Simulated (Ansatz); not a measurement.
What does this script print? It uses Ansatz 0.2.0 through its Python package.

`tae_c2h6alcl.py`
```python
from collections import Counter

import ansatz as az


def energy_of(molecule, charge=0, unpaired=0):
    calc = molecule.calculation().basis(gaussian="def2-TZVP").functional("cam_b3lyp")
    if charge:
        calc = calc.charge(charge)
    if unpaired:
        calc = calc.spin("collinear", total=unpaired)
    return calc.run(threads=1).report["free_energy_ev"]


def main() -> None:
    system = (
        az.Crystal.molecule()
        .atom("C", [-0.52691, 1.37951, -1.00626])
        .atom("Al", [-0.27206, -0.48451, -0.34654])
        .atom("C", [0.75247, -0.9622, 1.29428])
        .atom("Cl", [-1.10696, -2.00936, -1.41055])
        .atom("H", [-1.13136, 1.41022, -1.91919])
        .atom("H", [-1.02415, 2.01607, -0.2696])
        .atom("H", [0.4233, 1.87046, -1.23384])
        .atom("H", [0.12974, -1.49699, 2.01917])
        .atom("H", [1.16705, -0.0914, 1.80558])
        .atom("H", [1.58888, -1.63181, 1.06696])
    )

    unpaired = {"C": 2, "Al": 1, "Cl": 1, "H": 1}
    counts = Counter(site.symbol for site in system.cartesian_sites)
    atom_energy = {s: energy_of(az.Crystal.molecule().atom(s, (0, 0, 0)), 0, unpaired[s]) for s in counts}
    whole = energy_of(system, 0, 0)
    for s, e in atom_energy.items():
        print(f"{s:2s} x{counts[s]}  {e:14.5f} eV")
    print(f"C2H6AlCl: {whole:.5f} eV")
    split = sum(counts[s] * e for s, e in atom_energy.items()) - whole
    print(f"atomisation energy (no zero-point term): {split:.3f} eV, {split / sum(counts.values()):.3f} eV an atom")


if __name__ == "__main__":
    main()
```

Output of `python tae_c2h6alcl.py`:
```text
C  x2     -1029.59771 eV
Al x1     -6595.16868 eV
Cl x1    -12521.75822 eV
H  x6       -13.57334 eV
C2H6AlCl: -21294.56725 eV
atomisation energy (no zero-point term): 37.005 eV, 3.700 eV an atom
```

37.005 eV from the electronic energies, without the zero-point term.

Reading the output:
- The settings weren't tested for convergence.
- The geometry is a force-field or estimated start, not a minimum of this method, and the basis set is short of its limit. All parts are taken at fixed geometry, without zero-point energy.
- It ran for 3.2 s on 1 thread of AMD EPYC 9R45 96-Core Processor (Zen 5) (shared host), peak memory 0.39 GiB.
